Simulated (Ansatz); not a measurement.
# BSiGeH (triplet): from Hartree-Fock to the top rungs, cc-pVTZ

The task here is to estimate one member of a computed series from the others.

Computed with Ansatz 0.2.0, Gaussian basis. Level: cc-pVTZ, core rule «outside noble gas», up to 20 orbitals frozen.

The runs, in order: UHF; CCSD(T) on ROHF; CCSD(T) on UHF; BCCD(T) on ROHF; CCSDT(Q) on ROHF.

5 further runs of the same task are left out: 1 that didn't finish, 4 set aside as unsound or not needed.

## The system

The geometry is a PBE0/def2-TZVP stationary point (not a proven minimum). No spin-orbit coupling is included. The filled d shell of Ge may be among the frozen orbitals whatever the setting's name suggests; the logs give the count.

4 atoms, charge 0, spin multiplicity 3.

Atoms are counted from 1 here; the program's logs count them from 0.

Bond lengths: B1–Si2 1.955 Å, B1–Ge3 2.037 Å, Si2–Ge3 2.247 Å, Si2–H4 1.493 Å. Angles: Si2–B1–Ge3 68.5°, B1–Si2–Ge3 57.5°, B1–Si2–H4 125.2°, Ge3–Si2–H4 177.3°, B1–Ge3–Si2 54.0°.

Set-up of the first run:

Input file in.yaml:

```yaml
crystal:
  periodic: [false, false, false]
  atoms:
    - {symbol: B, position_ang: [0.000000, -1.455407, 0.585347]}
    - {symbol: Si, position_ang: [0.000000, 0.259390, 1.523825]}
    - {symbol: Ge, position_ang: [0.000000, 0.110375, -0.718019]}
    - {symbol: H, position_ang: [0.000000, 0.428237, 3.007464]}
basis:
  gaussian: {orbitals: cc-pVTZ}
magnetization: {spin_polarized: true, initial_magnetization: 2}
hamiltonian: {xc: hf}
output: {orbitals: {seedname: orbitals}}
```

Launch:

```console
$ ansatz run in.yaml --threads 1 --pin off --events-out ev --progress --plain --max-ram 4096MiB --backend cpu
```

Among the steps run: UHF; CCSD(T) on ROHF; CCSD(T) on UHF; BCCD(T) on ROHF; CCSDT(Q) on ROHF.

One table of the session follows, with a row left open; its other results are not shown here.

It belongs to the step «Misses and costs». 

```
   method  from RCCSDT(Q) (meV)
     ROHF               +9160.1
      UHF               +8876.7
     RMP2               +1386.4
     UMP2                     ?
    RCCSD                +716.2
    UCCSD                +702.1
 RCCSD(T)                 +94.3
 UCCSD(T)                 +98.8
  BCCD(T)                 +88.3
   RCCSDT                 +60.6
RCCSDT(Q)                     0
```

**Question.** Estimate the row for UMP2.

**Answer.** from RCCSDT(Q) (meV): +1493.6. In the column «from RCCSDT(Q) (meV)» it lies between RMP2 (+1386.4) and UHF (+8876.7).

With the free atoms at the same levels and basis (separate runs), the atomisation energy is 9.275 eV at RCCSDT(Q), 9.229 eV at RCCSD(T), 9.212 eV at UCCSD(T), 6.182 eV at ROHF.

Limits of these values: Restricted and unrestricted rows rest on different reference determinants; where their highest levels disagree by more than a few hundredths of an eV, they describe different states and don't form one ladder.
